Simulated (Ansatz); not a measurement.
# SrCa3: the cost of one run

Computed with Ansatz 0.2.0, driven from Python. The levels of theory stand in the script.

### 1 The structure

Symmetry: Fm-3m, No. 225, cubic system. Conventional cell: a = 9.036 Å, b = 9.036 Å, c = 9.036 Å, α = 90.00°, β = 90.00°, γ = 90.00°. Sr (site symmetry m-3m) has 8 Ca at 3.91 Å as nearest neighbours. Ca (site symmetry -43m) is surrounded by 4 Sr at 3.91 Å and 4 Ca at 3.91 Å. Ca (site symmetry m-3m) is surrounded by 8 Ca at 3.91 Å.

The script holds or builds the structure itself.

### 2 The code

File run_lattice.py:

```python
"""Relaxed cell of SrCa3 under several functionals."""

import ansatz as az
import numpy as np

def edges_and_angles(cell):
    cell = np.asarray(cell)
    a, b, c = np.linalg.norm(cell, axis=1)
    cosines = cell[1] @ cell[2] / (b * c), cell[0] @ cell[2] / (a * c), cell[0] @ cell[1] / (a * b)
    return (a, b, c, *np.degrees(np.arccos(cosines)))

crystal = (
    az.Lattice.from_parameters(6.389242, 6.389242, 6.389242, alpha=60.0, beta=60.0, gamma=60.0)
    .atom("Sr", (0.0, 0.0, 0.0))
    .atom("Ca", (0.25, 0.25, 0.25))
    .atom("Ca", (0.75, 0.75, 0.75))
    .atom("Ca", (0.5, 0.5, 0.5))
)

calc = crystal.calculation()
calc = calc.occupations(az.OccupationsMethod.GAUSSIAN, width=0.05)
calc = calc.kpoints(mesh=(4, 4, 4))
calc = calc.basis(17 * az.Ha)
calc = calc.relax(cell=True, force_tolerance=0.05, max_steps=100)

levels = [("pbesol", "d3bj"), ("lda", "none"), ("blyp", "d3bj")]
print("level            a       b       c    alpha   beta  gamma  V/atom  steps")
for name, dispersion in levels:
    seen = []
    run = calc.functional(name, dispersion=dispersion).session().plan()
    res = run.execute(on_event=lambda e: seen.append(e) if e["event"] == "relax_step" else None)
    cell = res.lattice.cell_ang
    label = name if dispersion == "none" else f"{name}+{dispersion}"
    print("{:13s} {:7.4f} {:7.4f} {:7.4f} {:6.2f} {:6.2f} {:6.2f}".format(label, *edges_and_angles(cell)), f"{abs(np.linalg.det(cell)) / len(res.lattice.sites):7.3f} {len(seen):5d}")
```

### 3 The calls as engine input

The engine receives this input (first run):

```yaml
crystal:
  lattice:
    a: 6.389242
    b: 6.389242
    c: 6.389242
    alpha: 60.0
    beta: 60.0
    gamma: 60.0
  atoms:
    - { symbol: Sr, position: [0.0, 0.0, 0.0] }
    - { symbol: Ca, position: [0.25, 0.25, 0.25] }
    - { symbol: Ca, position: [0.75, 0.75, 0.75] }
    - { symbol: Ca, position: [0.5, 0.5, 0.5] }
basis:
  ecutwfc: 462.593566181796
kpoints:
  mp_grid:
    grid: [4, 4, 4]
hamiltonian:
  xc: pbesol
  dispersion: d3bj
scf:
  occupations:
    method: gaussian
    width: 0.05
relax:
  f_tol: 0.05
  max_steps: 100
  cell: {}
```

### 4 Running it

On the command line:

```
$ python run_lattice.py
```

Q: Estimate wall time and peak memory on 1 thread of Arm Neoverse V1, shared host.

About 32 s, with a peak of 0.48 GiB.
